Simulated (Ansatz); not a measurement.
# In2O3: the cost of one run

Program: Ansatz 0.2.0. Level of theory: DFT PBE, scalar-relativistic, plane waves, PAW. These are calculated values, not measurements.

1 further run of the same task is left out (it didn't finish).

## (1) The system as given

The cell holds 20 atoms (In8O12): a = 6.549 Å, b = 6.526 Å, c = 6.366 Å, α = 90.85°, β = 90.48°, γ = 88.94°.

It is the last frame of an earlier stage of the same melt, run at 3000 K.

The coordinates stand in the first input below.

## (2) A single point on the frame at 3000 K

The electrons keep the Fermi-Dirac width of that temperature.

Contents of input.yaml:

```yaml
crystal:
  lattice:
    - [6.549156, 0.060271, -0.026546]
    - [0.060271, 6.525321, -0.047852]
    - [-0.026546, -0.047852, 6.365751]
  atoms:
    - { symbol: In, position: [0.1352351292, 0.7606968407, 0.1377992193] }
    - { symbol: In, position: [0.6141589209, 0.6825032692, 0.1359271013] }
    - { symbol: In, position: [0.3012157372, 0.9242505603, 0.6668372871] }
    - { symbol: In, position: [0.2635962049, 0.3887359049, 0.7226291558] }
    - { symbol: In, position: [0.3428037353, 0.1929997633, 0.1892698296] }
    - { symbol: In, position: [0.6778375165, 0.2567246446, 0.408691632] }
    - { symbol: In, position: [0.8143665816, 0.7905966588, 0.620758311] }
    - { symbol: In, position: [0.7907764883, 0.2367896044, 0.8827068444] }
    - { symbol: O, position: [0.382807269, 0.4301648463, 0.3955420779] }
    - { symbol: O, position: [0.3468036472, 0.6444871514, 0.8866251635] }
    - { symbol: O, position: [0.5231317798, 0.9106869938, 0.3370772014] }
    - { symbol: O, position: [0.8514226319, 0.7525902968, 0.9609149938] }
    - { symbol: O, position: [0.4890839401, 0.3403351559, 0.9595455689] }
    - { symbol: O, position: [0.0903072949, 0.1413786258, 0.5576076678] }
    - { symbol: O, position: [0.8220536829, 0.442871152, 0.2318689023] }
    - { symbol: O, position: [0.5621373829, 0.9817206289, 0.7253575824] }
    - { symbol: O, position: [0.6377197181, 0.5364699799, 0.6654026702] }
    - { symbol: O, position: [0.0291949669, 0.1403179066, 0.2440752122] }
    - { symbol: O, position: [0.0917743909, 0.2290872802, 0.9546334253] }
    - { symbol: O, position: [0.1198975054, 0.727123277, 0.4777786919] }
basis:
  ecutwfc: 420
kpoints:
  mp_grid: { grid: [3, 3, 3] }
hamiltonian:
  xc: pbe
scf:
  occupations: { method: fermi_dirac, width: 0.2585 }
output:
  forces: true
  stress: true
  eigenvalues: true
  populations: true
  write_density: true
  write_potential: true
  elf: true
  volumetric_format: npy
```

Started as:

```
$ ansatz run input.yaml --threads 2 --pin off --max-ram 5120MiB --backend cpu --events-out ev --progress --plain --runs-dir out
```

Q: Estimate wall time and peak memory on 2 threads of Arm Neoverse V2, shared host.

About 46 s, with a peak of 0.8 GiB.
